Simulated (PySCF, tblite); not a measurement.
**C3H12FPSi3: geometry, infrared bands and NMR shifts**

What infrared bands and NMR shifts should C3H12FPSi3 (`F[C@@H]1C[SiH2]P[Si@@H]1C[SiH3]`) show?

The runs use tblite 0.8.0 and PySCF 2.14.0, with density-fitted response routines of our own; the level of theory stands in each step. All values are computed, except where a source is named. Atoms count from 0, in the outputs and in this text.

## 1. The molecule as given

20 atoms, charge 0, multiplicity 1; geometry from: force field or distance geometry start.

Bonds of the start (Å): F0–C1 1.38, C1–C2 1.53, C2–Si3 1.89, Si3–P4 2.23, P4–Si5 2.22, Si5–C6 1.82, C6–Si7 1.85, Si5–C1 1.88, C1–H8 1.11, C2–H9 1.09, C2–H10 1.12, Si3–H11 1.45, Si3–H12 1.45, P4–H13 1.45, Si5–H14 1.45, C6–H15 1.11, C6–H16 1.11, Si7–H17 1.47, Si7–H18 1.46, Si7–H19 1.47.

## 2. Optimising the geometry with GFN2-xTB

What the job is given:

```
{"job": {"kind": "relax", "xc": "GFN2-xTB", "basis": "xTB"}, "charge": 0, "multiplicity": 1}
F      0.704200     1.266100     0.956500
C      0.811300    -0.098300     1.101700
C      2.207900    -0.477800     0.590900
Si     2.447900     0.506000    -1.009000
P      0.465900     0.053500    -1.917200
Si    -0.268200    -1.028900    -0.121500
C     -2.057500    -0.845300     0.160600
Si    -2.663300     0.897900     0.238500
H      0.653300    -0.426000     2.147100
H      2.991600    -0.303400     1.325300
H      2.108000    -1.551600     0.288200
H      2.630900     1.918800    -0.758400
H      3.500900    -0.117400    -1.780400
H     -0.256200     1.290400    -2.135600
H      0.228900    -2.386500    -0.128500
H     -2.621200    -1.385700    -0.628600
H     -2.334600    -1.345700     1.116000
H     -2.685000     1.407000    -1.137200
H     -1.834700     1.740400     1.101600
H     -4.035300     0.897000     0.760800
```

The run is started by

```sh
OMP_NUM_THREADS=1 python probes_run.py task.json out
```

This one command runs all jobs of the session in turn.

**Question.** This job is followed by: GFN2-xTB harmonic vibrations, gas phase; GIAO PBE0/pcSseg-1 NMR shielding, non-relativistic, gas phase. Predict these results of the whole session: strongest single infrared mode (GFN2-xTB); zero-point energy (GFN2-xTB); 13C shifts against TMS (PBE0/pcSseg-1); 1H shifts against TMS (PBE0/pcSseg-1, means over atoms taken as alike); 19F shifts against CFCl3 (PBE0/pcSseg-1); 29Si shifts against TMS (PBE0/pcSseg-1); 31P shifts against H3PO4 (PBE0/pcSseg-1); surface potential, 1st and 99th percentile.

The runs gave:

| quantity | value |
| --- | --- |
| strongest single infrared mode (GFN2-xTB) | 802 cm⁻¹, 457 km/mol |
| zero-point energy (GFN2-xTB) | 83.1 kcal/mol |
| 13C shifts against TMS (PBE0/pcSseg-1) | 94.1, 22.2, -11.0 ppm |
| 1H shifts against TMS (PBE0/pcSseg-1, means over atoms taken as alike) | 5.50, 4.82, 4.78, 4.57, 3.99, 1.84, 0.59, 0.54, 0.28, 0.00 ppm |
| 19F shifts against CFCl3 (PBE0/pcSseg-1) | -234.3 ppm |
| 29Si shifts against TMS (PBE0/pcSseg-1) | 6.7, -29.1, -76.8 ppm |
| 31P shifts against H3PO4 (PBE0/pcSseg-1) | -363.0 ppm |
| surface potential, 1st and 99th percentile | -0.97 V and 1.03 V |

In words: Over 156 steps the energy fell by 0.881 eV; of the close pairs, Si5–C6 changed most, 1.821 to 1.898 Å. The lowest mode is imaginary (32i cm⁻¹), so the xTB geometry is not a minimum. The strongest single mode, at 802 cm⁻¹, is carried by H19, H17, H18, Si7. Unscaled tight-binding wavenumbers are off by several per cent, some by more. Its intensities can rank the bands wrongly. At PBE0/pcSseg-1: The largest span, 150 ppm, is at P4, where the paramagnetic term is -289 ppm. By nearest atom (PBE0/pcSseg-1), the HOMO sits on P4 61 %; H13 8 % and the LUMO on P4 20 %; Si3, Si5 about 12 % each.
